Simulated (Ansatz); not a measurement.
# InGa3O3: the cost of one run

Computed with Ansatz 0.2.0 (DFT PBE, scalar-relativistic, plane waves, PAW, unless a step names another level, unless a step's input says otherwise).

3 further runs of the same task are left out: 2 that didn't finish, 1 set aside as unsound or not needed.

### 1 The starting structure

It takes space group P3m1 (No. 156, trigonal). Conventional cell: a = 3.081 Å, b = 3.081 Å, c = 14.339 Å, α = 90.00°, β = 90.00°, γ = 120.00°. In (site symmetry 3m) has 6 In at 3.08 Å and 3 Ga at 3.31 Å as nearest neighbours. Around Ga (site symmetry 3m) lie 4 O at 1.83 to 1.90 Å. Ga (site symmetry 3m) is surrounded by 6 Ga at 3.08 Å and 3 In at 3.31 Å. Ga (site symmetry 3m) has 6 O at 1.95 to 2.17 Å as nearest neighbours. O (site symmetry 3m) has 3 Ga at 1.90 Å as nearest neighbours. O (site symmetry 3m) is surrounded by 4 Ga at 1.83 to 2.17 Å. O (site symmetry 3m) has 3 Ga at 1.95 Å as nearest neighbours.

As a file:

```
In Ga O
1.0
     3.08128    0.00000    0.00000
    -1.54064    2.66846    0.00000
     0.00000    0.00000   14.33930
In Ga O
1 3 3
Direct
  0.33333 0.66667 0.79651
  0.33333 0.66667 0.28744
  0.00000 0.00000 0.60226
  0.66667 0.33333 0.07322
  0.00000 0.00000 0.33344
  0.33333 0.66667 0.15953
  0.00000 0.00000 0.01760
```

It came out lowest among 18 distinct ends of the trial cells. At a tolerance of 0.05 Å it has space group P3m1 (No. 156).

### 2 A stricter relaxation, on the response runs' mesh and smearing

Contents of input.yaml:

```yaml
crystal:
  lattice:
    - [3.0812751491, 0.0, 0.0]
    - [-1.5406375746, 2.6684625551, 0.0]
    - [0.0, 0.0, 14.3393040158]
  atoms:
    - { symbol: In, position: [0.3333333333, 0.6666666667, 0.7965085087] }
    - { symbol: Ga, position: [0.3333333333, 0.6666666667, 0.2874401662] }
    - { symbol: Ga, position: [0.0, 0.0, 0.6022594178] }
    - { symbol: Ga, position: [0.6666666667, 0.3333333333, 0.0732200399] }
    - { symbol: O, position: [0.0, 0.0, 0.3334439136] }
    - { symbol: O, position: [0.3333333333, 0.6666666667, 0.1595276479] }
    - { symbol: O, position: [0.0, 0.0, 0.0176003058] }
basis:
  ecutwfc: 420
kpoints:
  mp_grid: { grid: [12, 12, 4] }
hamiltonian:
  xc: pbe
scf:
  occupations: { method: gaussian, width: 0.1 }
output:
  forces: true
  stress: true
  eigenvalues: true
relax:
  adjacent_minimum: "off"
  f_tol: 0.001
  max_steps: 60
  cell: { stress_tol: 0.01 }
```

Run with:

```
$ ansatz run input.yaml --threads 3 --pin off --max-ram 7680MiB --backend cpu --events-out ev --progress --plain --runs-dir out
```

What time and memory should one allow on 3 threads of Intel Xeon at 2.50GHz (Skylake/Cascade Lake), shared host?

About 3.9 min, with a peak of 0.63 GiB.
